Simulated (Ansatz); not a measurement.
# ClH9HfO3Si3: small, medium and large basis sets

An exercise on one series of results from a longer session: the logs are not shown, and one member is left open.

The runs use Ansatz 0.2.0, Gaussian basis; one geometry, several basis sets.

Levels to be run: PBE0-D4/def2-SVP; ωB97M-V/def2-SVP; PBE0-D4/def2-QZVPP; ωB97M-V/def2-QZVPP; the functionals' def2-TZVPP values are taken from earlier runs.

1 further run of the same task is left out (for a known fault of the program). Runs told in other sessions of the task aren't counted.

## Structure used throughout

An earlier PBE0-D4 in a triple-zeta def2 set relaxation fixed the geometry. Hf takes the def2 core potential; no spin-orbit term is included.

SMILES `[SiH3][O][Hf]([Cl])([O][SiH3])[O][SiH3]`, 17 atoms, charge 0, spin multiplicity 1.

Atoms are counted from 1 here; the program's logs count them from 0.

Bond lengths: Si1–O2 1.639 Å, Si1–H9 1.485 Å, Si1–H10 1.485 Å, Si1–H11 1.486 Å, O2–Hf3 1.929 Å, Hf3–Cl4 2.364 Å, Hf3–O5 1.929 Å, Hf3–O7 1.929 Å, O5–Si6 1.639 Å, Si6–H12 1.486 Å, Si6–H13 1.486 Å, Si6–H14 1.485 Å, O7–Si8 1.639 Å, Si8–H15 1.486 Å, Si8–H16 1.485 Å, Si8–H17 1.486 Å. Angles: O2–Si1–H9 109.6°, O2–Si1–H10 109.6°, O2–Si1–H11 109.5°, H9–Si1–H10 109.4°, H9–Si1–H11 109.3°, H10–Si1–H11 109.3°, Si1–O2–Hf3 178.3°, O2–Hf3–Cl4 110.1°, O2–Hf3–O5 108.9°, O2–Hf3–O7 108.9°, Cl4–Hf3–O5 110.0°, Cl4–Hf3–O7 110.0°, O5–Hf3–O7 108.8°, Hf3–O5–Si6 178.1°, O5–Si6–H12 109.5°, O5–Si6–H13 109.6°, O5–Si6–H14 109.6°, H12–Si6–H13 109.3° and more.

Geometry (Å):

```
Si    3.2337    0.4305    0.7566
O     1.8230   -0.1740    0.1820
Hf    0.1351   -0.8392   -0.4734
Cl    0.4579   -2.8775   -1.6256
O    -0.6369    0.4729   -1.6579
Si   -1.2944    1.6219   -2.6237
O    -1.0552   -1.1068    1.0207
Si   -2.0622   -1.2831    2.3014
H     3.8700   -0.5611    1.6608
H     4.1485    0.7251   -0.3757
H     2.9660    1.6825    1.5108
H    -2.4806    2.2152   -1.9538
H    -0.2922    2.6882   -2.8816
H    -1.7089    1.0112   -3.9122
H    -2.9727   -0.1116    2.3824
H    -2.8651   -2.5213    2.1366
H    -1.2658   -1.3729    3.5525
```

The first run:

in.yaml reads:

```yaml
crystal:
  periodic: [false, false, false]
  atoms:
    - {symbol: Si, position_ang: [3.233679, 0.430515, 0.756643]}
    - {symbol: O, position_ang: [1.823024, -0.173985, 0.182021]}
    - {symbol: Hf, position_ang: [0.135125, -0.839176, -0.473361]}
    - {symbol: Cl, position_ang: [0.457869, -2.877530, -1.625581]}
    - {symbol: O, position_ang: [-0.636912, 0.472921, -1.657922]}
    - {symbol: Si, position_ang: [-1.294417, 1.621893, -2.623748]}
    - {symbol: O, position_ang: [-1.055221, -1.106760, 1.020728]}
    - {symbol: Si, position_ang: [-2.062227, -1.283092, 2.301443]}
    - {symbol: H, position_ang: [3.870017, -0.561106, 1.660776]}
    - {symbol: H, position_ang: [4.148529, 0.725111, -0.375672]}
    - {symbol: H, position_ang: [2.965970, 1.682476, 1.510773]}
    - {symbol: H, position_ang: [-2.480622, 2.215158, -1.953820]}
    - {symbol: H, position_ang: [-0.292246, 2.688156, -2.881601]}
    - {symbol: H, position_ang: [-1.708950, 1.011226, -3.912218]}
    - {symbol: H, position_ang: [-2.972726, -0.111572, 2.382420]}
    - {symbol: H, position_ang: [-2.865140, -2.521310, 2.136600]}
    - {symbol: H, position_ang: [-1.265753, -1.372935, 3.552527]}
basis:
  gaussian: {orbitals: def2-SVP}
hamiltonian: {xc: pbe0, dispersion: d4}
output: {orbitals: {seedname: orbitals}}
```

Launch:

```sh
ansatz run in.yaml --threads 4 --pin off --events-out ev --progress --plain --max-ram 46080MiB --backend cpu
```

Steps of the session up to this table: PBE0-D4 in def2-SVP; ωB97M-V in def2-SVP; PBE0-D4 in def2-QZVPP; ωB97M-V in def2-QZVPP.

One table of the session follows, with a row left open; its other results are not shown here.

It belongs to the step «Density functionals: the series». 

```
functional       basis  HOMO (eV)
   PBE0-D4    def2-SVP      -8.86
   PBE0-D4  def2-TZVPP      -8.92
   PBE0-D4  def2-QZVPP      -8.93
   ωB97M-V    def2-SVP          ?
   ωB97M-V  def2-TZVPP     -11.21
   ωB97M-V  def2-QZVPP     -11.23
```

Estimate the missing values for ωB97M-V, def2-SVP.

As computed: HOMO (eV): -11.10. In the column «HOMO (eV)» it lies between ωB97M-V, def2-TZVPP (-11.21) and PBE0-D4, def2-QZVPP (-8.93).
